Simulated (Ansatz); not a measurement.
Working through a single point in a Gaussian basis of C3H8BNO, SMILES C[O+](C)[BH2-]C#N

Program: Ansatz 0.2.0 through its Python package.

The cells in order, each with its output:

```python
import ansatz
import numpy as np
```

```python
system = (
    ansatz.Crystal.molecule()
    .atom("C", (-1.2104, -0.8265, 0.6016))
    .atom("O", (-0.14, 0.1027, 0.4672))
    .atom("C", (-0.5953, 1.2088, -0.3079))
    .atom("B", (1.0179, -0.5683, -0.2279))
    .atom("C", (2.3209, 0.2355, 0.0076))
    .atom("N", (3.2939, 0.8365, 0.1834))
    .atom("H", (-2.0792, -0.3486, 1.1071))
    .atom("H", (-0.9145, -1.6724, 1.2624))
    .atom("H", (-1.5548, -1.2352, -0.3791))
    .atom("H", (0.2109, 1.9665, -0.4315))
    .atom("H", (-0.9655, 0.909, -1.3176))
    .atom("H", (-1.4183, 1.7368, 0.2232))
    .atom("H", (1.2052, -1.6623, 0.2148))
    .atom("H", (0.8293, -0.6827, -1.4033))
)

model = (
    system.calculation()
    .basis(gaussian="6-31G*")
    .functional("HF")
    .forces()
)
report = model.session().plan(threads=1).execute().report
```

    

```python
print("reference energy %16.6f eV" % report["reference_energy_ev"])
print("total energy     %16.6f eV" % report["free_energy_ev"])
print("occupied orbitals outside the frozen core (up, down):", report["n_occupied"], " frozen:", report["n_frozen"], " virtual:", report["n_virtual"])
```

    reference energy     -7407.348052 eV
    total energy         -7407.348052 eV
    occupied orbitals outside the frozen core (up, down): [23, 23]  frozen: 0  virtual: [83, 83]

```python
state = report["mean_field"]["state"]
print(f"mean field: {state['energy']['hartree']:.7f} Ha, <S^2> = {abs(state['spin_squared']):.4f}, stability: {state.get('stability', {}).get('kind')}")
```

    mean field: -272.2150200 Ha, <S^2> = 0.0000, stability: minimum

```python
symbols = [site.symbol for site in system.cartesian_sites]
print("forces (eV/A)")
for symbol, f in zip(symbols, report["forces_ev_ang"]):
    print(f"  {symbol:2s} {f[0]:9.4f} {f[1]:9.4f} {f[2]:9.4f}")
```

    forces (eV/A)
      C    -2.0710   -1.7555    1.2244
      O    -1.7401    0.1573   -0.6685
      C    -0.7738    2.8275   -0.7915
      B     1.9708   -1.9492   -0.9273
      C     2.8777    2.3363    0.6995
      N    -2.0788   -1.3111   -0.4070
      H     1.0169   -0.0430   -0.6246
      H     0.1621    1.0871   -0.9037
      H     0.7462    0.6468    0.9205
      H    -0.5171   -1.2622    0.2437
      H     0.5937   -0.0828    1.2462
      H     0.7575   -0.8418   -0.2508
      H    -0.4201   -0.0818    0.4135
      H    -0.5240    0.2723   -0.1743

```python
charges = report["charge_distribution"]
print("dipole moment", round(4.803205 * float(np.linalg.norm(charges["dipole_moment_e_ang"])), 3), "D")
print("Mulliken:", [(s, round(q, 3)) for s, q in zip(symbols, charges["mulliken_charges_e"])])
```

    dipole moment 8.733 D
    Mulliken: [('C', -0.244), ('O', -0.521), ('C', -0.263), ('B', 0.197), ('C', 0.117), ('N', -0.445), ('H', 0.201), ('H', 0.241), ('H', 0.209), ('H', 0.251), ('H', 0.211), ('H', 0.203), ('H', -0.076), ('H', -0.083)]

Total energies depend on the basis set; only differences at equal settings carry meaning. The geometry is a force-field or estimated start, not a minimum of this method, and the basis set is short of its limit. The whole script took 2.3 s on 1 thread of Arm Neoverse V2, on a shared host, peak memory 0.26 GiB.

(Lines on the test bed's own set-up are left out of the output.)
